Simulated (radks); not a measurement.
# Mg⁺ in [Ne] 3s0.5 3p0.5: an all-electron calculation

What are the levels of the magnesium ion Mg+, how large are its shells, and how does its energy divide?

Program: radks (a radial shooting solver on a logarithmic mesh, Libxc functionals) version 1. Level of theory: scalar-relativistic Kohn-Sham, BLYP, spin-polarised, spherical densities, point nucleus; open shells are filled with parallel spins first. These are calculated values, not measurements, unless marked.

### 1 The atom as given

* element: magnesium (Z = 12)
* charge: +1
* electrons: 11
* configuration: [Ne] 3s0.5 3p0.5

### 2 The run

Input:

```text
Z 12
configuration [Ne] 3s0.5 3p0.5 4s0 3d0
relativity scalar-relativistic
functional b88,lyp
spin polarised
nucleus point
c 137.035999084
```

Command:

```console
> python run_ks.py task.json out
```

This one command runs every case of the session in turn.

What does the calculation give?

**Answer**, as computed:

| quantity | value |
| --- | --- |
| total energy | -200.05462 hartree |
| exchange-correlation share of it | 8.14 % |
| −T/E | 1.0013 |
| highest occupied level | 3p up, -7.731 eV |
| most extended occupied level | 3p up, <r> = 3.38 bohr |
| radius at density 0.001 e/bohr³ | 3.93 bohr |
| maxima of the radial density | 2 |

What this shows: 3 principal shells are occupied and 2 maxima appear in the radial density; where shells overlap, one shows as a shoulder or not at all. This is not the tabulated ground configuration, so its levels and sizes aren't those of the ground state, and no measured value stands beside it.
